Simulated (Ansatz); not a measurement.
**YCl: how energies converge with the basis set**

One table from this session's results is given with a row withheld; the runs are named, their logs left out.

The runs use Ansatz 0.2.0, Gaussian basis; one geometry, several basis sets.

Levels to be run: PBE0-D4/def2-SVP; ωB97M-V/def2-SVP; PBE0-D4/def2-QZVPP; ωB97M-V/def2-QZVPP; the functionals' def2-TZVPP values are taken from earlier runs.

## Structure used throughout

The geometry comes from an earlier relaxation with PBE0-D4 in a triple-zeta def2 set; it is a stationary point. Y takes the def2 core potential; no spin-orbit term is included.

SMILES `[Cl][Y]`, 2 atoms, charge 0, spin multiplicity 1.

Atoms are counted from 1 here; the program's logs count them from 0.

Bond lengths: Cl1–Y2 2.379 Å.

Set-up of the first run:

in.yaml

```yaml
crystal:
  periodic: [false, false, false]
  atoms:
    - {symbol: Cl, position_ang: [-1.011866, 0.356792, -0.513880]}
    - {symbol: Y, position_ang: [1.011866, -0.356792, 0.513880]}
basis:
  gaussian: {orbitals: def2-SVP}
hamiltonian: {xc: pbe0, dispersion: d4}
output: {orbitals: {seedname: orbitals}}
```

The run is started by

```bash
> ansatz run in.yaml --threads 2 --pin off --events-out ev --progress --plain --max-ram 32768MiB --backend cpu
```

Steps of the session up to this table: PBE0-D4 in def2-SVP; ωB97M-V in def2-SVP; PBE0-D4 in def2-QZVPP; ωB97M-V in def2-QZVPP.

One table of the session follows, with a row left open; its other results are not shown here.

It belongs to the step «Density functionals: the series». 

| functional | basis | HOMO (eV) | LUMO (eV) |
| --- | --- | --- | --- |
| PBE0-D4 | def2-SVP | -4.84 | -2.10 |
| PBE0-D4 | def2-TZVPP | -4.85 | -2.11 |
| PBE0-D4 | def2-QZVPP | -4.85 | -2.11 |
| ωB97M-V | def2-SVP | -6.54 | -0.09 |
| ωB97M-V | def2-TZVPP | -6.55 | -0.11 |
| ωB97M-V | def2-QZVPP | ? | ? |

Q: Estimate the row for ωB97M-V, def2-QZVPP from the others.

**Answer.** HOMO (eV): -6.56; LUMO (eV): -0.17. In the column «HOMO (eV)» it is the lowest.
